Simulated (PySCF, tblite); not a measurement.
# C3H8NSSi radical: geometry, infrared bands and EPR parameters

What infrared bands and EPR parameters should C3H8NSSi radical (`CC[Si@@H](S)C=[N]`) show?

The runs use tblite 0.8.0 and PySCF 2.14.0, with density-fitted response routines of our own; the level of theory stands in each step. All values are computed, except where a source is named. Atoms are numbered from 0 throughout.

### Step 1. Starting geometry

14 atoms, charge 0, multiplicity 2; geometry from: force field or distance geometry start.

Bonds of the start (Å): C0–C1 1.49, C1–Si2 1.86, Si2–S3 2.17, Si2–C4 1.84, C4–N5 1.27, C0–H6 1.14, C0–H7 1.10, C0–H8 1.13, C1–H9 1.10, C1–H10 1.12, Si2–H11 1.46, S3–H12 1.43, C4–H13 1.10.

### Step 2. Relaxing the molecule with GFN2-xTB

Job settings and geometry (Å):

```
{"job": {"kind": "relax", "xc": "GFN2-xTB", "basis": "xTB"}, "charge": 0, "multiplicity": 2}
C     -1.783100    -0.803300     0.180300
C     -0.790300     0.298400     0.368200
Si     0.724100     0.148200    -0.698500
S      1.450800     2.168300    -1.035300
C      2.107200    -0.727100     0.138600
N      2.117000    -0.880600     1.403200
H     -2.806900    -0.303800     0.174500
H     -1.684900    -1.336800    -0.773100
H     -1.831800    -1.514700     1.051000
H     -1.298500     1.241500     0.110000
H     -0.530100     0.356500     1.453900
H      0.387100    -0.482800    -1.976800
H      1.023700     2.938000     0.092200
H      2.915200    -1.102400    -0.510300
```

Run with:

```
OMP_NUM_THREADS=1 python probes_run.py task.json out
```

This one command runs all jobs of the session in turn.

**Question.** This job is followed by: GFN2-xTB harmonic vibrations, gas phase; UKS B3LYP, pcH-1 on C H N S Si, non-relativistic, mean-field spin-orbit, GIAO. Predict these results of the whole session: strongest single infrared mode (GFN2-xTB); zero-point energy (GFN2-xTB); g(iso) (B3LYP); ⟨S²⟩; largest a(iso) (averaged by class); potential on the surface of density 0.002 e/bohr³, 1st and 99th percentile.

**Answer**, as computed:

| quantity | value |
| --- | --- |
| strongest single infrared mode (GFN2-xTB) | 2301 cm⁻¹, 190 km/mol |
| zero-point energy (GFN2-xTB) | 62.2 kcal/mol |
| g(iso) (B3LYP) | 2.00305 |
| ⟨S²⟩ | 0.758 (exact 0.75) |
| largest a(iso) (averaged by class) | 1H on H13, 288.2 MHz |
| potential on the surface of density 0.002 e/bohr³, 1st and 99th percentile | -1.44 V and 1.45 V |

**Reading.** Over 116 steps the energy fell by 0.747 eV; of the close pairs, Si2–C4 changed most, 1.838 to 1.963 Å. No mode is imaginary among the 36: a minimum at this level. The strongest single mode, at 2301 cm⁻¹, moves mainly H11. GFN2-xTB is a fitted tight-binding method: band positions and strengths are rough. Its intensities can rank the bands wrongly. N5 carries the largest spin population, 0.84 e. The isotropic g lies 0.7 ppt above the free-electron value. These values are for one conformer; the search (at its own cheap level) found 2 more, at 1.41, 1.44 kcal/mol, and measured spectra average over such forms.
